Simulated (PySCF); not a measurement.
**From one method to the next for SnS**

Starting from one script, swap the method and compare what comes out for SnS.

Method: method and basis as typed in the scripts; program: PySCF 2.14.0.

6 further runs of the same task are left out: 6 that didn't finish.

### Step 1. The starting structure

SnS: 2 atoms, charge 0, spin multiplicity 1.

Bond lengths: Sn1–S2 2.335 Å.

### Step 2. The run that the others are compared with

File input.py:

```python
from pyscf import gto, dft

mol = gto.M(
    atom='Sn 0 0 0; S 0 0 2.335',
    basis='lanl2dz',
    ecp={'Sn': 'lanl2dz', 'S': 'lanl2dz'},
    charge=0,
    spin=0,
    verbose=4,
)
mf = dft.RKS(mol, xc='olyp')
mf.kernel()
mf.nuc_grad_method().kernel()
mf.dip_moment()
print('orbital energies (hartree):', mf.mo_energy[..., max(0, mol.nelec[1]-3):mol.nelec[0]+3].round(4))
```

On the command line:

```console
python input.py
```

### Step 3. Hcth407

Run 1 changes functional: olyp → hcth407.

Edit input.py of step 2 so:

```diff
@@ -10,3 +10,3 @@
 )
-mf = dft.RKS(mol, xc='olyp')
+mf = dft.RKS(mol, xc='hcth407')
 mf.kernel()
```

### Step 4. SCF alone

Run 2 changes step after the SCF: gradient → none.

Edit input.py of step 2 so:

```diff
@@ -12,3 +12,2 @@
 mf.kernel()
-mf.nuc_grad_method().kernel()
 mf.dip_moment()
```

### Step 5. Hf,lyp

Run 3 changes functional: olyp → hf,lyp.

Edit input.py of step 2 so:

```diff
@@ -10,3 +10,3 @@
 )
-mf = dft.RKS(mol, xc='olyp')
+mf = dft.RKS(mol, xc='hf,lyp')
 mf.kernel()
```

### Step 6. X3lyp

Run 4 changes functional: olyp → x3lyp.

Edit input.py of step 2 so:

```diff
@@ -10,3 +10,3 @@
 )
-mf = dft.RKS(mol, xc='olyp')
+mf = dft.RKS(mol, xc='x3lyp')
 mf.kernel()
```

### Step 7. Wb97

Run 5 changes functional: olyp → wb97.

Edit input.py of step 2 so:

```diff
@@ -10,3 +10,3 @@
 )
-mf = dft.RKS(mol, xc='olyp')
+mf = dft.RKS(mol, xc='wb97')
 mf.kernel()
```

**Question.** What will these runs give? Wanted: for each run, E(SCF); from base; gap; SCF dipole.

The runs gave:

```
      run  E(SCF) (hartree)  from base (eV)  cycles  gap (eV)  SCF dipole (D)
     base        -13.517687               0      10      2.82            3.70
  hcth407        -13.626753  not comparable      10      2.80            3.74
SCF alone        -13.517687          0.0000      10      2.82            3.70
   hf,lyp        -13.396331  not comparable       8      8.91            5.85
    x3lyp        -13.486938  not comparable      10      4.12            4.20
     wb97        -13.473789  not comparable       9      8.38            5.02
```

What this shows: The gap between the frontier levels is 2.8 eV with hcth407 (0 % exact exchange) and 4.1 eV with x3lyp (22 %): exact exchange opens it. A lower total energy from another functional means nothing by itself.
